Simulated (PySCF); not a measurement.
# NbS(CH2SiH3)3: geometry, NMR shifts and electronic excitations

Wanted: the NMR shifts and electronic excitations of NbS(CH2SiH3)3 (`[SiH3][CH2][Nb](=[S])([CH2][SiH3])[CH2][SiH3]`), by calculation.

The runs use PySCF 2.14.0, with density-fitted response routines of our own; the level of theory stands in each step. All values are computed, except where a source is named. Atoms count from 0, in the outputs and in this text.

## Step 1: The molecule as given

23 atoms, charge 0, multiplicity 1; geometry from: GFN2-xTB. The atoms were then displaced at random by about 0.03 Å, so the start is not that level's minimum.

Bonds of the start (Å): Nb0–S1 2.22, Nb0–C2 2.11, Nb0–C9 2.30, Nb0–C16 2.17, C2–Si3 2.01, C2–H4 1.13, C2–H5 1.10, Si3–H6 1.50, Si3–H7 1.46, Si3–H8 1.35, C9–Si10 1.91, C9–H11 1.13, C9–H12 1.19, Si10–H13 1.48, Si10–H14 1.44, Si10–H15 1.50, C16–Si17 1.92, C16–H18 1.10, C16–H19 1.07, Si17–H20 1.46, Si17–H21 1.39, Si17–H22 1.47.

## Step 2: Geometry optimisation at PBE0-D3(BJ)/def2-SVP

What the job is given:

```
{"job": {"xc": "PBE0", "basis": "def2-SVP", "d3": "d3bj", "grid": 1, "maxiter": 40, "shake": 0.03, "kind": "geom"}, "charge": 0, "multiplicity": 1}
Nb     0.042690    -0.106880    -0.254760
S     -0.026000    -0.039760     1.960980
C      2.075630    -0.221630    -0.792780
Si     3.312880     0.822940     0.401770
H      2.453820    -1.284980    -0.750600
H      2.292260     0.145580    -1.808650
H      2.682280     2.175980     0.512340
H      3.337230     0.169560     1.702550
H      4.566790     0.950090    -0.082270
C     -0.942810     1.916500    -0.750480
Si    -2.225640     2.475540     0.549450
H     -0.144040     2.702860    -0.862940
H     -1.526860     1.871200    -1.785430
H     -3.183250     1.381590     0.822960
H     -1.504800     2.906740     1.724940
H     -2.990190     3.648460     0.011400
C     -1.261110    -1.764920    -0.757250
Si    -0.989820    -3.212010     0.478830
H     -2.342620    -1.561290    -0.723660
H     -1.110010    -2.118870    -1.759210
H      0.445370    -3.448320     0.565130
H     -1.574570    -2.988560     1.720370
H     -1.529960    -4.430170    -0.144440
```

Command:

```sh
> OMP_NUM_THREADS=1 python probes_run.py task.json out
```

The driver reads the jobs from task.json and runs them one after another.

**Question.** This job is followed by: GIAO PBE0/pcSseg-1 Nb:def2-TZVP NMR shielding, non-relativistic, gas phase; TDDFT wB97X-D/def2-SVPD, vertical, gas phase, core orbitals frozen in the response; GIAO B3LYP/pcSseg-1 Nb:def2-TZVP NMR shielding, non-relativistic, gas phase. Predict these results of the whole session: point group; rotational constants (main isotopes); ¹³C shifts against TMS (PBE0/def2-TZVP+pcSseg-1, means over atoms taken as alike); ¹H shifts against TMS (PBE0/def2-TZVP+pcSseg-1, means over atoms taken as alike); ³³S shifts against CS2 (PBE0/def2-TZVP+pcSseg-1); ²⁹Si shifts against TMS (PBE0/def2-TZVP+pcSseg-1, means over atoms taken as alike); surface potential, 1st and 99th percentile; lowest singlet (wB97X-D/def2-SVPD); brightest single state of those computed; lowest triplet; range of the shift of S1.

**Answer**, as computed:

| quantity | value |
| --- | --- |
| point group | C1 |
| rotational constants (main isotopes) | 0.64, 0.62, 0.40 GHz |
| ¹³C shifts against TMS (PBE0/def2-TZVP+pcSseg-1, means over atoms taken as alike) | 55.0 ppm |
| ¹H shifts against TMS (PBE0/def2-TZVP+pcSseg-1, means over atoms taken as alike) | 4.37, 1.46 ppm |
| ³³S shifts against CS2 (PBE0/def2-TZVP+pcSseg-1) | 1255 ppm |
| ²⁹Si shifts against TMS (PBE0/def2-TZVP+pcSseg-1, means over atoms taken as alike) | -65.5 ppm |
| surface potential, 1st and 99th percentile | -0.67 V and 1.75 V |
| lowest singlet (wB97X-D/def2-SVPD) | 3.76 eV (330 nm), f = 0.000 |
| brightest single state of those computed | state 10, 4.96 eV, f = 0.012 |
| lowest triplet | 3.34 eV |
| range of the shift of S1 | 1255 to 1277 ppm |

The start was shaken at random, so part of the energy gained undoes that. The optimisation took 8 steps and gained 1.162 eV; among the close pairs (by a distance rule), Nb0–C9 changed most, from 2.305 to 2.120 Å. At PBE0/def2-TZVP+pcSseg-1: Shielding is most anisotropic at S1 (span 1887 ppm, paramagnetic term -1824 ppm). By nearest atom (PBE0/def2-TZVP+pcSseg-1), the HOMO sits on S1 56 %; Nb0 11 % and the LUMO on Nb0 61 %; S1 14 %. The lowest singlet, at 3.76 eV, is HOMO→LUMO 0.27, HOMO−1→LUMO+1 0.23 and is dark; of the 10 states computed, the strongest absorption comes from state 10 at 4.96 eV (the last computed, so partners may be missing). The lowest triplet lies 0.42 eV below the lowest singlet (triplets in Tamm-Dancoff, singlets in full TDDFT). In ppm, S1 moves most: its shift spreads over 22 ppm, from 1255 (PBE0/def2-TZVP+pcSseg-1) to 1277 (B3LYP/def2-TZVP+pcSseg-1). Spin-orbit coupling is left out, which matters for shieldings and couplings at and beside the heavy atoms.
